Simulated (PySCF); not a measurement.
**One shape, several levels: CH5MoNO2 (SMILES [CH3][Mo]([NH2])(=[O])=[O])**

Aim: a comparison of 6 runs (HF/STO-3G, HF/def2-SVP, TPSS/STO-3G, CAM-B3LYP/def2-SVP, PBE0/def2-SVP, TPSSh/def2-SVP) of CH5MoNO2. 

The results are computed with PySCF 2.14.0.

2 further runs of the same task are left out: 2 set aside as unsound or not needed.

## Step 1: The molecule

The species is CH5MoNO2 (10 atoms), meant as a singlet with charge 0. SMILES: `[CH3][Mo]([NH2])(=[O])=[O]`. The coordinates come from a PBE0-D4/def2-TZVP relaxation. This is one conformer, not always the lowest.

Bond lengths: C1–Mo2 2.108 Å, Mo2–N3 1.923 Å, Mo2–O4 1.681 Å, Mo2–O5 1.681 Å, C1–H6 1.093 Å, C1–H7 1.092 Å, C1–H8 1.093 Å, N3–H9 1.010 Å, N3–H10 1.011 Å. Some angles: C1–Mo2–N3 107.3°, C1–Mo2–O4 105.9°, C1–Mo2–O5 105.9°, N3–Mo2–O4 112.2°, N3–Mo2–O5 112.2°, O4–Mo2–O5 112.8°, Mo2–C1–H6 109.8°, Mo2–C1–H7 109.8°, Mo2–C1–H8 109.3°, Mo2–N3–H9 123.4°.

## Step 2: Energy and forces at HF/STO-3G (run 1)

Contents of calc.py:

```python
from pyscf import gto, scf

mol = gto.M(
    atom='''
C     -1.528500    -0.243900     0.009000
Mo     0.398300     0.375600    -0.579400
N      1.623400    -0.195800     0.787900
O      0.693400    -0.377800    -2.052500
O      0.323900     2.049800    -0.706800
H     -1.789100     0.216700     0.964800
H     -1.553800    -1.331800     0.105300
H     -2.253600     0.065800    -0.747500
H      1.974700     0.416400     1.510900
H      2.194400    -1.026000     0.711400
''',
    verbose=4,
    basis='sto-3g',
    max_memory=1860,
)

mf = scf.RHF(mol)
mf.conv_tol = 1e-10
mf.kernel()
if not mf.converged:
    mf = mf.newton().run(mf.mo_coeff, mf.mo_occ)

e_final = mf.e_tot
print(f'total energy: {e_final:.8f} hartree')
grad = mf.nuc_grad_method().kernel()
mf.analyze()
```

On the command line:

```sh
$ OMP_NUM_THREADS=1 python calc.py
```

Log:

```text
PySCF version 2.14.0

[... 93 lines left out ...]
Two-electron Energy =                 2083.726401001550130
[... 7 lines left out ...]
MO #4   energy= -94.204206654366   occ= 2
[... 5 lines left out ...]
MO #10  energy= -15.3631246685574  occ= 2
[... 5 lines left out ...]
MO #16  energy= -8.94985665476371  occ= 2
[... 5 lines left out ...]
MO #22  energy= -1.88615216796346  occ= 2
[... 5 lines left out ...]
MO #28  energy= -0.519150119527802 occ= 2
[... 5 lines left out ...]
MO #34  energy= -0.394454173484922 occ= 2
[... 5 lines left out ...]
MO #40  energy= 0.22651153377274   occ= 0
[... 5 lines left out ...]
MO #46  energy= 0.694389243891811  occ= 0
[... 5 lines left out ...]
MO #52  energy= 0.800599544398245  occ= 0
[... 26 lines left out ...]
pop of  1 Mo 3dz^2        1.99939
pop of  1 Mo 3dxz         1.99953
pop of  1 Mo 3dx2-y2      1.99931
pop of  1 Mo 4dxy         0.73812
pop of  1 Mo 4dyz         0.69081
pop of  1 Mo 4dz^2        0.72348
pop of  1 Mo 4dxz         0.71235
pop of  1 Mo 4dx2-y2      0.77001
pop of  2 N 1s            1.99986
pop of  2 N 2s            1.39497
pop of  2 N 2px           1.52777
pop of  2 N 2py           1.22688
pop of  2 N 2pz           1.39961
pop of  3 O 1s            1.99992
pop of  3 O 2s            1.87570
pop of  3 O 2px           1.43580
pop of  3 O 2py           1.56598
pop of  3 O 2pz           1.52277
pop of  4 O 1s            1.99992
pop of  4 O 2s            1.87570
pop of  4 O 2px           1.42795
pop of  4 O 2py           1.41851
pop of  4 O 2pz           1.67809
pop of  5 H 1s            0.97128
pop of  6 H 1s            0.97127
pop of  7 H 1s            0.96701
pop of  8 H 1s            0.87849
pop of  9 H 1s            0.87849
 ** Mulliken atomic charges  **
charge of    0C =     -0.39437
charge of    1Mo =      1.41031
charge of    2N =     -0.54909
charge of    3O =     -0.40016
charge of    4O =     -0.40017
charge of    5H =      0.02872
charge of    6H =      0.02873
charge of    7H =      0.03299
charge of    8H =      0.12151
charge of    9H =      0.12151
Dipole moment(X, Y, Z, Debye):  1.20553, -0.84854,  1.86195
```

Run time: 14 s. Hardware: 1 thread of Intel Xeon at 2.50GHz (Skylake/Cascade Lake), shared host; peak memory 0.13 GiB.

## Step 3: Energy and forces at HF/def2-SVP (core potential) (run 2)

Contents of job.py:

```python
# [CH3][Mo]([NH2])(=[O])=[O]
from pyscf import gto, scf

mol = gto.Mole()
mol.atom = [
    ('C', (-1.528500, -0.243900, 0.009000)),
    ('Mo', (0.398300, 0.375600, -0.579400)),
    ('N', (1.623400, -0.195800, 0.787900)),
    ('O', (0.693400, -0.377800, -2.052500)),
    ('O', (0.323900, 2.049800, -0.706800)),
    ('H', (-1.789100, 0.216700, 0.964800)),
    ('H', (-1.553800, -1.331800, 0.105300)),
    ('H', (-2.253600, 0.065800, -0.747500)),
    ('H', (1.974700, 0.416400, 1.510900)),
    ('H', (2.194400, -1.026000, 0.711400)),
]
mol.max_memory = 1860
mol.basis = 'def2-svp'
mol.ecp = {'Mo': 'def2-svp'}
mol.charge = 0
mol.verbose = 4
mol.build()

hf = scf.RHF(mol)
hf.conv_tol = 1e-10
hf.kernel()
if not hf.converged:
    hf = hf.newton().run(hf.mo_coeff, hf.mo_occ)

energy = hf.e_tot
print(f'total energy: {energy:.8f} hartree')
grad = hf.nuc_grad_method().kernel()
hf.analyze()
```

On the command line:

```sh
$ OMP_NUM_THREADS=1 python job.py
```

Log:

```text
PySCF version 2.14.0

[... 97 lines left out ...]
MO #2   energy= -20.5798985623865  occ= 2
[... 10 lines left out ...]
MO #13  energy= -0.705744000802817 occ= 2
[... 10 lines left out ...]
MO #24  energy= -0.442208819157227 occ= 2
[... 10 lines left out ...]
MO #35  energy= 0.256881488791416  occ= 0
[... 10 lines left out ...]
MO #46  energy= 0.581579886214196  occ= 0
[... 10 lines left out ...]
MO #57  energy= 1.09506828953992   occ= 0
[... 10 lines left out ...]
MO #68  energy= 1.47437473599731   occ= 0
[... 10 lines left out ...]
MO #79  energy= 1.85336015713701   occ= 0
[... 10 lines left out ...]
MO #90  energy= 2.45602037083764   occ= 0
[... 10 lines left out ...]
MO #101 energy= 3.06805468938057   occ= 0
[... 10 lines left out ...]
MO #112 energy= 39.6856268694655   occ= 0
[... 86 lines left out ...]
pop of  4 O 3dz^2         0.00078
pop of  4 O 3dxz          0.00020
pop of  4 O 3dx2-y2       0.00190
pop of  5 H 1s            0.88608
pop of  5 H 2s            0.00999
pop of  5 H 2px           0.00088
pop of  5 H 2py           0.00061
pop of  5 H 2pz           0.00149
pop of  6 H 1s            0.88644
pop of  6 H 2s            0.00874
pop of  6 H 2px           0.00048
pop of  6 H 2py           0.00181
pop of  6 H 2pz           0.00024
pop of  7 H 1s            0.87724
pop of  7 H 2s            0.00941
pop of  7 H 2px           0.00134
pop of  7 H 2py           0.00039
pop of  7 H 2pz           0.00115
pop of  8 H 1s            0.74569
pop of  8 H 2s            0.01570
pop of  8 H 2px           0.00071
pop of  8 H 2py           0.00144
pop of  8 H 2pz           0.00167
pop of  9 H 1s            0.74605
pop of  9 H 2s            0.01296
pop of  9 H 2px           0.00132
pop of  9 H 2py           0.00161
pop of  9 H 2pz           0.00069
 ** Mulliken atomic charges  **
charge of    0C =     -0.77210
charge of    1Mo =      2.69506
charge of    2N =     -1.00367
charge of    3O =     -0.90873
charge of    4O =     -0.79645
charge of    5H =      0.10096
charge of    6H =      0.10229
charge of    7H =      0.11048
charge of    8H =      0.23478
charge of    9H =      0.23738
Dipole moment(X, Y, Z, Debye):  0.60905, -2.13116,  4.01179
```

Wall time 44 s (1 thread of Intel Xeon at 2.50GHz (Skylake/Cascade Lake), shared host); peak memory 0.27 GiB.

Runs 3 to 4 aren't shown in full; the table further down has their settings and results.

## Step 4: Energy and gradient at PBE0/def2-SVP (core potential) (run 5)

Contents of input.xyz:

```xyz
10
CH5MoNO2
C     -1.528500    -0.243900     0.009000
Mo     0.398300     0.375600    -0.579400
N      1.623400    -0.195800     0.787900
O      0.693400    -0.377800    -2.052500
O      0.323900     2.049800    -0.706800
H     -1.789100     0.216700     0.964800
H     -1.553800    -1.331800     0.105300
H     -2.253600     0.065800    -0.747500
H      1.974700     0.416400     1.510900
H      2.194400    -1.026000     0.711400
```

Contents of run.py:

```python
import pyscf.grad
from pyscf import gto, dft

mol = gto.M(
    atom='input.xyz',
    ecp={'Mo': 'def2-svp'},
    verbose=4,
    max_memory=1860,
    charge=0,
    spin=0,
    basis='def2-svp',
)

mf = dft.RKS(mol)
mf.xc = 'pbe0'
mf.conv_tol = 1e-10
mf.grids.level = 5
mf.kernel()
if not mf.converged:
    mf = mf.newton().run(mf.mo_coeff, mf.mo_occ)

e_tot = mf.e_tot
print(f'total energy: {e_tot:.8f} hartree')
grad = mf.Gradients().kernel()
dip = mf.dip_moment()
pop, q = mf.mulliken_pop()
```

On the command line:

```sh
$ OMP_NUM_THREADS=1 python run.py
```

Log:

```text
PySCF version 2.14.0

[... 83 lines left out ...]
converged SCF energy = -314.148234891053
total energy: -314.14823489 hartree
[... 12 lines left out ...]
Dipole moment(X, Y, Z, Debye):  0.94074, -1.83939,  3.57659
[... 84 lines left out ...]
pop of  4 O 3dyz          0.00346
pop of  4 O 3dz^2         0.00133
pop of  4 O 3dxz          0.00012
pop of  4 O 3dx2-y2       0.00375
pop of  5 H 1s            0.72504
pop of  5 H 2s            0.15528
pop of  5 H 2px           0.00652
pop of  5 H 2py           0.00690
pop of  5 H 2pz           0.01236
pop of  6 H 1s            0.72507
pop of  6 H 2s            0.15526
pop of  6 H 2px           0.00606
pop of  6 H 2py           0.01454
pop of  6 H 2pz           0.00518
pop of  7 H 1s            0.72220
pop of  7 H 2s            0.14966
pop of  7 H 2px           0.00997
pop of  7 H 2py           0.00594
pop of  7 H 2pz           0.00992
pop of  8 H 1s            0.69764
pop of  8 H 2s            0.08050
pop of  8 H 2px           0.01205
pop of  8 H 2py           0.01639
pop of  8 H 2pz           0.01787
pop of  9 H 1s            0.69758
pop of  9 H 2s            0.08053
pop of  9 H 2px           0.01483
pop of  9 H 2py           0.02114
pop of  9 H 2pz           0.01033
 ** Mulliken atomic charges  **
charge of    0C =     -0.32671
charge of    1Mo =      0.90164
charge of    2N =     -0.44589
charge of    3O =     -0.38514
charge of    4O =     -0.38514
charge of    5H =      0.09390
charge of    6H =      0.09389
charge of    7H =      0.10231
charge of    8H =      0.17555
charge of    9H =      0.17558
```

It took 2.1 min on 1 thread of Intel Xeon at 2.50GHz (Skylake/Cascade Lake), shared host; peak memory 1.1 GiB.

## Step 5: Energy and gradient at TPSSh/def2-SVP (core potential) (run 6)

Contents of input.py:

```python
# [CH3][Mo]([NH2])(=[O])=[O]
from pyscf import gto, dft

mol = gto.M(
    atom='''
C     -2.888446    -0.460904     0.017008
Mo     0.752678     0.709781    -1.094907
N      3.067781    -0.370008     1.488915
O      1.310336    -0.713939    -3.878663
O      0.612082     3.873561    -1.335658
H     -3.380909     0.409504     1.823208
H     -2.936256    -2.516737     0.198988
H     -4.258687     0.124344    -1.412570
H      3.731642     0.786882     2.855187
H      4.146815    -1.938859     1.344351
''',
    ecp={'Mo': 'def2-svp'},
    max_memory=1860,
    verbose=4,
    basis='def2-svp',
    charge=0,
    unit='bohr',
)

mf = dft.RKS(mol)
mf.xc = 'tpssh'
mf.conv_tol = 1e-10
mf.grids.level = 5
mf.kernel()
if not mf.converged:
    mf = mf.newton().run(mf.mo_coeff, mf.mo_occ)

e_final = mf.e_tot
print(f'total energy: {e_final:.8f} hartree')
grad = mf.nuc_grad_method().kernel()
dip = mf.dip_moment()
pop, q = mf.mulliken_pop()
```

On the command line:

```sh
$ OMP_NUM_THREADS=1 python input.py
```

Log:

```text
PySCF version 2.14.0

[... 83 lines left out ...]
converged SCF energy = -314.437436504363
total energy: -314.43743650 hartree
[... 12 lines left out ...]
Dipole moment(X, Y, Z, Debye):  1.00758, -1.78570,  3.49809
[... 84 lines left out ...]
pop of  4 O 3dyz          0.00339
pop of  4 O 3dz^2         0.00125
pop of  4 O 3dxz          0.00012
pop of  4 O 3dx2-y2       0.00350
pop of  5 H 1s            0.74159
pop of  5 H 2s            0.15525
pop of  5 H 2px           0.00628
pop of  5 H 2py           0.00657
pop of  5 H 2pz           0.01159
pop of  6 H 1s            0.74162
pop of  6 H 2s            0.15523
pop of  6 H 2px           0.00588
pop of  6 H 2py           0.01361
pop of  6 H 2pz           0.00495
pop of  7 H 1s            0.73887
pop of  7 H 2s            0.14989
pop of  7 H 2px           0.00943
pop of  7 H 2py           0.00567
pop of  7 H 2pz           0.00939
pop of  8 H 1s            0.70729
pop of  8 H 2s            0.07870
pop of  8 H 2px           0.01151
pop of  8 H 2py           0.01570
pop of  8 H 2pz           0.01677
pop of  9 H 1s            0.70724
pop of  9 H 2s            0.07873
pop of  9 H 2px           0.01397
pop of  9 H 2py           0.01986
pop of  9 H 2pz           0.01014
 ** Mulliken atomic charges  **
charge of    0C =     -0.28172
charge of    1Mo =      0.87914
charge of    2N =     -0.42562
charge of    3O =     -0.37804
charge of    4O =     -0.37804
charge of    5H =      0.07872
charge of    6H =      0.07871
charge of    7H =      0.08676
charge of    8H =      0.17003
charge of    9H =      0.17006
```

Wall time 2.5 min (1 thread of Intel Xeon at 2.50GHz (Skylake/Cascade Lake), shared host); peak memory 1.1 GiB.

## Step 6: All runs side by side

```csv
run,level,core potential,integration grid,energy (Eh),dipole moment (D),HOMO energy (eV),LUMO energy (eV),wall time
1,HF/STO-3G,–,–,-4177.808935,2.37,-8.59,5.50,14 s
2,HF/def2-SVP (core potential),def2-svp,–,-312.288954,4.58,-12.03,1.52,44 s
3,TPSS/STO-3G,–,5,-4180.953050,2.50,-3.20,1.14,87 s
4,CAM-B3LYP/def2-SVP (core potential),def2-svp,5,-314.280731,4.14,-9.95,-0.85,3.3 min
5,PBE0/def2-SVP (core potential),def2-svp,5,-314.148235,4.13,-8.56,-1.98,2.1 min
6,TPSSh/def2-SVP (core potential),def2-svp,5,-314.437437,4.05,-7.76,-2.38,2.5 min
```

## Step 7: Results

| quantity | value |
| --- | --- |
| run 6: total energy | -314.43744 Eh |
| run 6: dipole moment | 4.05 D |
| run 6: HOMO energy | -7.76 eV |
| run 6: LUMO energy | -2.38 eV |
| run 6: HOMO–LUMO gap | 5.38 eV |
| run 6: largest force on an atom | 0.837 eV/Å |

The dipole moment (its size) runs from 2.37 D (HF/STO-3G) to 4.58 D (HF/def2-SVP). The two ends differ in basis and core potential. The HOMO–LUMO gap runs from 4.34 eV (TPSS/STO-3G) to 14.09 eV (HF/STO-3G). Exact exchange widens orbital gaps. Totals of different functionals can't be ranked against each other. Some runs of one species differ in core potentials or relativity; totals across that change don't compare. In runs 1, 3 the basis is minimal, so the values are rough. In runs 1, 3 relativity is left out where basis or elements ask for it. All runs together took 10 min, the longest 3.3 min.
